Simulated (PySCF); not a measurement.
# C₂H₉BO₂Si: magnetic properties

What do calculations give for the magnetic properties of C₂H₉BO₂Si (`OB(O)CC[SiH3]`)?

Computed with PySCF 2.14.0 and routines of our own; the level stands in each step. Atoms count from 0.

## Step 1: The starting structure

15 atoms, charge 0, multiplicity 1; geometry from: GFN2-xTB.

## Step 2: Relaxing the molecule at PBE0-D3(BJ)/def2-SVP

Job settings and geometry (Å):

```
{"job": {"xc": "PBE0", "basis": "def2-SVP", "d3": "d3bj", "grid": 1, "kind": "geom"}, "charge": 0, "multiplicity": 1}
O     -2.834352     1.076389     0.747487
B     -1.886101     0.135730     0.521915
O     -2.281757    -1.143560     0.691362
C     -0.387401     0.542175     0.079164
C      0.568790    -0.639124    -0.129849
Si     2.316606    -0.093913    -0.646844
H     -2.560263     1.983859     0.629268
H     -1.607511    -1.803081     0.530625
H     -0.432415     1.125806    -0.845331
H      0.040032     1.211956     0.831418
H      0.155656    -1.304332    -0.893060
H      0.627999    -1.220767     0.794083
H      2.238756     0.650084    -1.906408
H      2.881305     0.767940     0.394414
H      3.156242    -1.281173    -0.820155
```

The run is started by

```bash
> OMP_NUM_THREADS=1 python excited_run.py task.json out
```

One launch serves the whole session: the jobs run in the order shown.

What it wrote:

```text
step   0  E = -545.83999546  max force = 0.017563
step   1  E = -545.84260849  max force = 0.003336
step   2  E = -545.84268561  max force = 0.000958
step   3  E = -545.84269137  max force = 0.000241
optimisation converged
```

It took 26 s on 1 thread of Intel Xeon Platinum 8259CL at 2.50GHz, shared host; peak memory 0.56 GiB.

Step by step:

| step | energy from step 0 (eV) | largest force component (eV/Å) |
| --- | --- | --- |
| 0 | 0.0000 | 0.9031 |
| 1 | -0.0711 | 0.1715 |
| 2 | -0.0732 | 0.0493 |
| 3 | -0.0734 | 0.0124 |

Close pairs (by a distance rule), those that changed most:

| bond | before (Å) | after (Å) | change (Å) |
| --- | --- | --- | --- |
| Si5–H13 | 1.465 | 1.496 | +0.032 |
| Si5–H12 | 1.465 | 1.496 | +0.031 |
| Si5–H14 | 1.464 | 1.496 | +0.031 |
| B1–C3 | 1.615 | 1.593 | -0.022 |
| C4–Si5 | 1.902 | 1.887 | -0.015 |
| C3–H9 | 1.094 | 1.106 | +0.012 |
| C4–H11 | 1.093 | 1.106 | +0.012 |
| C3–H8 | 1.094 | 1.106 | +0.012 |

The next job starts from the end point, and lists it.

| at the end point | value |
| --- | --- |
| point group (found at 0.08 Å tolerance) | Cs |
| rotational constants (GHz, main isotopes) | 7.384, 1.077, 0.962 |
| dipole moment (D) | 2.00 |

## Step 3: Magnetic properties: GIAO wB97X-D/pcSseg-1

Job settings and geometry (Å):

```
{"job": {"kind": "mag", "xc": "wB97X-D", "basis": "pcSseg-1", "isotopologues": 2}, "charge": 0, "multiplicity": 1}
O     -2.763575     1.096345     0.875092
B     -1.829088     0.138975     0.620801
O     -2.225310    -1.144275     0.826314
C     -0.362663     0.506446     0.118315
C      0.576081    -0.683059    -0.111631
Si     2.312157    -0.195761    -0.668856
H     -2.436280     1.984483     0.713738
H     -1.523769    -1.770514     0.627096
H     -0.455804     1.101066    -0.809989
H      0.083250     1.204740     0.851590
H      0.162251    -1.367815    -0.874400
H      0.684977    -1.280110     0.812398
H      2.244744     0.558178    -1.959622
H      2.946698     0.687833     0.358779
H      3.173589    -1.403163    -0.862320
```

Level: GIAO wB97X-D/pcSseg-1 magnetisability, rotational g tensor and spin-rotation constants, non-relativistic, gas phase.

What it wrote:

```text
coarse grid: 12640 points
cycle   1  E = -546.2090580176  dE =  5.979e-01  |g| = 8.886e-01  |ddm| = 3.176e+00
cycle   2  E = -546.1974427402  dE =  1.162e-02  |g| = 9.886e-01  |ddm| = 1.101e+00
cycle   3  E = -546.3573884942  dE = -1.599e-01  |g| = 5.441e-02  |ddm| = 5.814e-01
cycle   4  E = -546.3580489329  dE = -6.604e-04  |g| = 2.715e-02  |ddm| = 6.415e-02
cycle   5  E = -546.3582324167  dE = -1.835e-04  |g| = 5.893e-03  |ddm| = 2.773e-02
cycle   6  E = -546.3582420010  dE = -9.584e-06  |g| = 1.358e-03  |ddm| = 7.827e-03
final grid: 116320 points
cycle   7  E = -546.4126711115  dE = -1.404e-04  |g| = 5.446e-03  |ddm| = 3.253e-02
cycle   8  E = -546.4126743068  dE = -3.195e-06  |g| = 4.596e-03  |ddm| = 8.160e-03
cycle   9  E = -546.4126781892  dE = -3.882e-06  |g| = 6.272e-04  |ddm| = 2.637e-03
cycle  10  E = -546.4126782795  dE = -9.031e-08  |g| = 3.294e-04  |ddm| = 9.985e-04
cycle  11  E = -546.4126783043  dE = -2.477e-08  |g| = 7.666e-05  |ddm| = 3.670e-04
cycle  12  E = -546.4126783061  dE = -1.785e-09  |g| = 1.922e-05  |ddm| = 1.150e-04
cycle  13  E = -546.4126783062  dE = -1.353e-10  |g| = 7.492e-06  |ddm| = 4.213e-05
converged SCF energy = -546.4126783062

Magnetisability tensor (1e-30 J/T^2)
    -1180.24       25.58      -12.02
       25.58    -1119.81      -13.66
      -12.02      -13.66    -1205.17
isotropic -1168.40   principal values   -1210.16  -1187.58  -1107.47
isotropic susceptibility -70.363 1e-6 cm^3/mol

Inertial axes            a          b          c
rot. const./GHz      7.3839     1.0773     0.9619
chi total           -71.090    -67.124    -72.876
chi diamagnetic    -266.940  -1179.340  -1314.143
chi paramagnetic    195.850   1112.216   1241.267
quadrupole/D A      -16.981     12.101      4.881
g nuclear            0.6602     0.5494     0.5534
g electronic        -0.6794    -0.5629    -0.5609
g total             -0.0192    -0.0135    -0.0075

Spin-rotation constants (kHz, H = +C I.J)
atom  isotope        aa         bb         cc
  1    11B        2.107      0.326      0.183
  6     1H       -0.833      0.047     -0.127
  7     1H       -0.113     -0.046     -0.118
  8     1H       -0.759     -0.076     -0.036
  9     1H       -0.756     -0.074     -0.038
 10     1H       -0.755     -0.079     -0.038
 11     1H       -0.752     -0.078     -0.040
 12     1H       -0.638     -0.053     -0.007
 13     1H       -0.644     -0.053     -0.006
 14     1H       -0.267     -0.016     -0.085
  0    17O*      -0.960     -0.254     -0.085
  3    13C*       0.930      0.155      0.132
  4    13C*       1.000      0.126      0.107
  5   29Si*      -3.735     -0.620     -0.560
* in the singly substituted isotopologue

Isotopologues: g along a, b, c
2H    at 6,7,8,9,10,11,    -0.0147    -0.0124    -0.0069
18O   at 0                 -0.0191    -0.0129    -0.0072
```

It took 45 s on 1 thread of Intel Xeon Platinum 8259CL at 2.50GHz, shared host; peak memory 0.84 GiB.

Key values:

| quantity | value |
| --- | --- |
| magnetisability | -1168·10⁻³⁰ J/T² |
| molar susceptibility | -70.4·10⁻⁶ cm³/mol |
| rotational g (a, b, c) | -0.0192, -0.0135, -0.0075 |

The fields below are evaluated on a grid from the run's orbitals.

Frontier orbitals at wB97X-D/pcSseg-1, with the share of their density that lies nearest to each atom:

| orbital | energy (eV) | lies on |
| --- | --- | --- |
| HOMO | -10.15 | C3, C4 about 18 % each; B1 13 %; O0 10 % |
| LUMO | 2.31 | 5 H atoms about 11 % each; Si5 9 %; H7, H8, H9 about 7 % each |

ELF in a plane through or near 9 of the atoms.

Values, 10 rows by 14 columns:
```
0.00 0.00 0.00 0.00 0.00 0.00 0.00 0.00 0.00 0.00 0.00 0.00 0.00 0.00
0.00 0.00 0.00 0.00 0.00 0.00 0.00 0.00 0.00 0.00 0.00 0.00 0.00 0.00
0.00 0.00 0.00 0.04 0.00 0.00 0.02 0.00 0.80 0.30 0.38 0.01 0.00 0.00
0.00 0.02 0.97 1.00 0.15 0.09 0.43 0.08 0.86 0.41 0.90 0.16 0.00 0.00
0.00 0.10 1.00 1.00 0.37 0.86 0.77 0.53 0.31 0.56 0.20 0.04 0.00 0.00
0.00 0.01 0.35 0.56 0.53 0.60 0.69 0.24 0.94 0.17 0.81 0.86 0.20 0.00
0.00 0.00 0.02 0.22 0.39 0.16 0.08 0.67 0.33 0.13 0.91 0.52 0.07 0.00
0.00 0.00 0.00 0.04 0.12 0.03 0.02 0.11 0.05 0.12 0.93 0.14 0.00 0.00
0.00 0.00 0.00 0.00 0.00 0.00 0.00 0.00 0.00 0.00 0.00 0.00 0.00 0.00
0.00 0.00 0.00 0.00 0.00 0.00 0.00 0.00 0.00 0.00 0.00 0.00 0.00 0.00
```
The map spans 12.1 Å across and 9.2 Å up, centred on the molecule. Atoms in the plane (x, y in Å): O0 (3.1, -0.6), B1 (2.0, 0.1), O2 (2.2, 1.5), C3 (0.5, -0.5), C4 (-0.7, 0.5), Si5 (-2.4, -0.2), H6 (2.9, -1.6), H7 (1.4, 2.0), H14 (-3.4, 0.8).

log10 of the density (e/Å³) in the same plane.

Ten even steps from ' ' (-4.0) to '@' (1.9):
```
                                                        
                                                        
                                ..........              
            ....    ..........::----------::            
      ....::::::....::::::::----==++++====--::          
    ..::::------------==========**######**==--..        
    ..::--==++========++++++==++**##%%%%##==--::        
  ..::--==++**++++++++******++==++**%%%%**==--::        
  ..::--++**##********##@@##**++++**##**++====--::      
  ..::--==++****##****######******##@@****++++==::..    
  ..::--==++++##@@%%********######**########**==--..    
    ..::--==++**##**++++++**##%%******##%%%%**++--..    
      ..::--==++++++++====++****++++++**####++==--..    
      ..::--====++====--====++++======**##**==--::      
        ..::----==----------====----==++++==--::..      
          ..::::::::::::::::::::::::::------..          
            ......................    ......            
                                                        
                                                        
                                                        
```
The map spans 12.1 Å across and 9.2 Å up, centred on the molecule. Atoms in the plane (x, y in Å): O0 (3.1, -0.6), B1 (2.0, 0.1), O2 (2.2, 1.5), C3 (0.5, -0.5), C4 (-0.7, 0.5), Si5 (-2.4, -0.2), H6 (2.9, -1.6), H7 (1.4, 2.0), H14 (-3.4, 0.8).

On the surface of density 0.002 e/bohr³ the electrostatic potential runs, from the 1st to the 99th percentile, from -1.78 V near O0 to 2.28 V near H6.

## Step 4: Magnetic properties: GIAO B97-2/3-21G

The job, as its differences from that of step 3:

```diff
@@ -1,2 +1,2 @@
-{"job": {"kind": "mag", "xc": "wB97X-D", "basis": "pcSseg-1", "isotopologues": 2}, "charge": 0, "multiplicity": 1}
+{"job": {"kind": "mag", "xc": "B97-2", "basis": "3-21G", "scf": {"guess": "sap"}}, "charge": 0, "multiplicity": 1}
 O     -2.763575     1.096345     0.875092
```

Level: GIAO B97-2/3-21G magnetisability, rotational g tensor and spin-rotation constants, non-relativistic, gas phase.

What it wrote:

```text
final grid: 116320 points
cycle   1  E = -533.5136998445  dE =  7.476e+00  |g| = 4.016e+00  |ddm| = 1.741e+01
cycle   2  E = -517.5634608568  dE =  1.595e+01  |g| = 7.162e+00  |ddm| = 1.834e+01
cycle   3  E = -541.5248796244  dE = -2.396e+01  |g| = 2.504e+00  |ddm| = 8.022e+00
cycle   4  E = -543.2853124764  dE = -1.760e+00  |g| = 9.736e-01  |ddm| = 6.145e+00
cycle   5  E = -543.4354210477  dE = -1.501e-01  |g| = 5.577e-01  |ddm| = 1.146e+00
cycle   6  E = -543.4896619730  dE = -5.424e-02  |g| = 1.965e-01  |ddm| = 4.685e-01
cycle   7  E = -543.4977566008  dE = -8.095e-03  |g| = 9.278e-02  |ddm| = 2.078e-01
cycle   8  E = -543.5000683551  dE = -2.312e-03  |g| = 2.861e-02  |ddm| = 1.315e-01
cycle   9  E = -543.5002494915  dE = -1.811e-04  |g| = 8.530e-03  |ddm| = 4.051e-02
cycle  10  E = -543.5002640507  dE = -1.456e-05  |g| = 2.315e-03  |ddm| = 8.878e-03
cycle  11  E = -543.5002654313  dE = -1.381e-06  |g| = 2.772e-04  |ddm| = 2.510e-03
cycle  12  E = -543.5002654535  dE = -2.213e-08  |g| = 3.805e-05  |ddm| = 4.327e-04
cycle  13  E = -543.5002654540  dE = -5.491e-10  |g| = 9.279e-06  |ddm| = 7.216e-05
converged SCF energy = -543.5002654540

Magnetisability tensor (1e-30 J/T^2)
    -1238.96       21.72      -11.87
       21.72    -1166.21      -13.20
      -11.87      -13.20    -1263.26
isotropic -1222.81   principal values   -1268.29  -1242.33  -1157.81
isotropic susceptibility -73.639 1e-6 cm^3/mol

Inertial axes            a          b          c
rot. const./GHz      7.3839     1.0773     0.9619
chi total           -74.578    -69.965    -76.375
chi diamagnetic    -265.386  -1179.501  -1313.582
chi paramagnetic    190.808   1109.536   1237.207
quadrupole/D A      -18.515     13.480      5.035
g nuclear            0.6602     0.5494     0.5534
g electronic        -0.6619    -0.5615    -0.5591
g total             -0.0017    -0.0121    -0.0057

Spin-rotation constants (kHz, H = +C I.J)
atom  isotope        aa         bb         cc
  1    11B        1.667      0.254      0.131
  6     1H       -0.941      0.047     -0.144
  7     1H       -0.166     -0.052     -0.133
  8     1H       -0.832     -0.083     -0.043
  9     1H       -0.829     -0.081     -0.046
 10     1H       -0.831     -0.088     -0.047
 11     1H       -0.828     -0.087     -0.049
 12     1H       -0.725     -0.063     -0.017
 13     1H       -0.731     -0.064     -0.016
 14     1H       -0.348     -0.028     -0.096
  0    17O*      -0.813     -0.229     -0.063
  3    13C*       0.692      0.119      0.096
  4    13C*       0.722      0.087      0.073
  5   29Si*      -2.871     -0.469     -0.418
* in the singly substituted isotopologue
```

It took 11 s on 1 thread of Intel Xeon Platinum 8259CL at 2.50GHz, shared host; peak memory 0.53 GiB.

From this job:

| quantity | value |
| --- | --- |
| magnetisability | -1223·10⁻³⁰ J/T² |
| molar susceptibility | -73.6·10⁻⁶ cm³/mol |
| rotational g (a, b, c) | -0.0017, -0.0121, -0.0057 |

## Step 5: Magnetic properties: GIAO OPBE/ANO-RCC-VDZP, grid 3

The job, as its differences from that of step 4:

```diff
@@ -1,2 +1,2 @@
-{"job": {"kind": "mag", "xc": "B97-2", "basis": "3-21G", "scf": {"guess": "sap"}}, "charge": 0, "multiplicity": 1}
+{"job": {"kind": "mag", "xc": "OPBE", "basis": "ANO-RCC-VDZP", "grid": 3, "scf": {"damp": 0.2}}, "charge": 0, "multiplicity": 1}
 O     -2.763575     1.096345     0.875092
```

Method: GIAO OPBE/ANO-RCC-VDZP magnetisability, rotational g tensor and spin-rotation constants, non-relativistic, gas phase.

What it wrote:

```text
damping 0.20 in the first 6 cycles
final grid: 177904 points
cycle   1  E = -546.1040901018  dE =  4.376e-01  |g| = 9.860e-01  |ddm| = 4.942e+00
cycle   2  E = -545.9926611366  dE =  1.114e-01  |g| = 1.256e+00  |ddm| = 1.819e+00
cycle   3  E = -545.8689876552  dE =  1.237e-01  |g| = 1.491e+00  |ddm| = 2.004e+00
cycle   4  E = -545.4536463354  dE =  4.153e-01  |g| = 2.048e+00  |ddm| = 2.660e+00
cycle   5  E = -545.2234041546  dE =  2.302e-01  |g| = 2.312e+00  |ddm| = 3.076e+00
cycle   6  E = -534.4872037840  dE =  1.074e+01  |g| = 5.449e+00  |ddm| = 1.683e+01
cycle   7  E = -460.6719115704  dE =  7.382e+01  |g| = 1.150e+01  |ddm| = 2.299e+01
cycle   8  E = -542.1045787854  dE = -8.143e+01  |g| = 4.244e+00  |ddm| = 1.638e+01
cycle   9  E = -540.3394872628  dE =  1.765e+00  |g| = 3.440e+00  |ddm| = 7.657e+00
cycle  10  E = -546.0613093315  dE = -5.722e+00  |g| = 9.368e-01  |ddm| = 7.070e+00
cycle  11  E = -546.2706121760  dE = -2.093e-01  |g| = 4.171e-01  |ddm| = 1.347e+00
cycle  12  E = -546.2901991535  dE = -1.959e-02  |g| = 3.266e-01  |ddm| = 6.246e-01
cycle  13  E = -546.3112466517  dE = -2.105e-02  |g| = 5.827e-02  |ddm| = 2.742e-01
cycle  14  E = -546.3119856684  dE = -7.390e-04  |g| = 1.935e-02  |ddm| = 7.401e-02
cycle  15  E = -546.3120671688  dE = -8.150e-05  |g| = 7.410e-03  |ddm| = 2.319e-02
cycle  16  E = -546.3120801238  dE = -1.295e-05  |g| = 1.454e-03  |ddm| = 8.066e-03
cycle  17  E = -546.3120807082  dE = -5.844e-07  |g| = 3.091e-04  |ddm| = 2.016e-03
cycle  18  E = -546.3120807312  dE = -2.301e-08  |g| = 1.410e-04  |ddm| = 4.546e-04
cycle  19  E = -546.3120807359  dE = -4.672e-09  |g| = 2.511e-05  |ddm| = 1.701e-04
cycle  20  E = -546.3120807360  dE = -1.594e-10  |g| = 3.548e-06  |ddm| = 3.212e-05
converged SCF energy = -546.3120807360

Magnetisability tensor (1e-30 J/T^2)
    -1157.62       25.69      -14.86
       25.69    -1098.88      -14.19
      -14.86      -14.19    -1190.61
isotropic -1149.04   principal values   -1196.52  -1164.66  -1085.93
isotropic susceptibility -69.197 1e-6 cm^3/mol

Inertial axes            a          b          c
rot. const./GHz      7.3839     1.0773     0.9619
chi total           -69.678    -65.857    -72.054
chi diamagnetic    -265.580  -1177.287  -1311.906
chi paramagnetic    195.902   1111.429   1239.851
quadrupole/D A      -16.092     11.813      4.280
g nuclear            0.6602     0.5494     0.5534
g electronic        -0.6796    -0.5625    -0.5603
g total             -0.0194    -0.0131    -0.0069

Spin-rotation constants (kHz, H = +C I.J)
atom  isotope        aa         bb         cc
  1    11B        2.062      0.318      0.179
  6     1H       -0.777      0.051     -0.124
  7     1H       -0.068     -0.040     -0.116
  8     1H       -0.756     -0.070     -0.031
  9     1H       -0.754     -0.069     -0.033
 10     1H       -0.749     -0.075     -0.033
 11     1H       -0.746     -0.074     -0.034
 12     1H       -0.633     -0.051     -0.005
 13     1H       -0.639     -0.052     -0.004
 14     1H       -0.251     -0.012     -0.085
  0    17O*      -1.027     -0.251     -0.084
  3    13C*       0.905      0.154      0.131
  4    13C*       0.960      0.128      0.110
  5   29Si*      -3.374     -0.565     -0.513
* in the singly substituted isotopologue
```

Wall time 2.8 min (1 thread of Intel Xeon Platinum 8259CL at 2.50GHz, shared host); peak memory 0.58 GiB.

In short:

| quantity | value |
| --- | --- |
| magnetisability | -1149·10⁻³⁰ J/T² |
| molar susceptibility | -69.2·10⁻⁶ cm³/mol |
| rotational g (a, b, c) | -0.0194, -0.0131, -0.0069 |

## Step 6: Magnetic properties side by side

| level | ξ (10⁻³⁰ J/T²) | g(a) | g(b) | gap (eV) | functions | time |
| --- | --- | --- | --- | --- | --- | --- |
| GIAO wB97X-D/pcSseg-1 | -1168 | -0.0192 | -0.0135 | 12.46 | 154 | 45 s |
| GIAO B97-2/3-21G | -1223 | -0.0017 | -0.0121 | 9.00 | 76 | 11 s |
| GIAO OPBE/ANO-RCC-VDZP, grid 3 | -1149 | -0.0194 | -0.0131 | 6.19 | 133 | 2.8 min |

## Step 7: What came out

```
                                              quantity                      value
                                           point group                         Cs
                  rotational constants (main isotopes)       7.38, 1.08, 0.96 GHz
       magnetisability (step 3, GIAO wB97X-D/pcSseg-1)           -1168·10⁻³⁰ J/T²
  molar susceptibility (step 3, GIAO wB97X-D/pcSseg-1)         -70.4·10⁻⁶ cm³/mol
rotational g (a, b, c) (step 3, GIAO wB97X-D/pcSseg-1)  -0.0192, -0.0135, -0.0075
                 surface potential, 1st and 99th percentile         -1.78 V and 2.28 V
                       magnetisability over the levels  -1223 to -1149·10⁻³⁰ J/T²
```

Over 3 steps the energy fell by 0.073 eV; of the close pairs, Si5–H13 changed most, 1.465 to 1.496 Å. No frequency check was run at this level, so the end point may be a saddle. The magnetisability spreads by 6.3 % over 3 levels, from GIAO B97-2/3-21G (11 s) to GIAO OPBE/ANO-RCC-VDZP, grid 3 (2.8 min); the runs took 11 s to 2.8 min. Vibrational averaging and real surroundings are missing from these values.
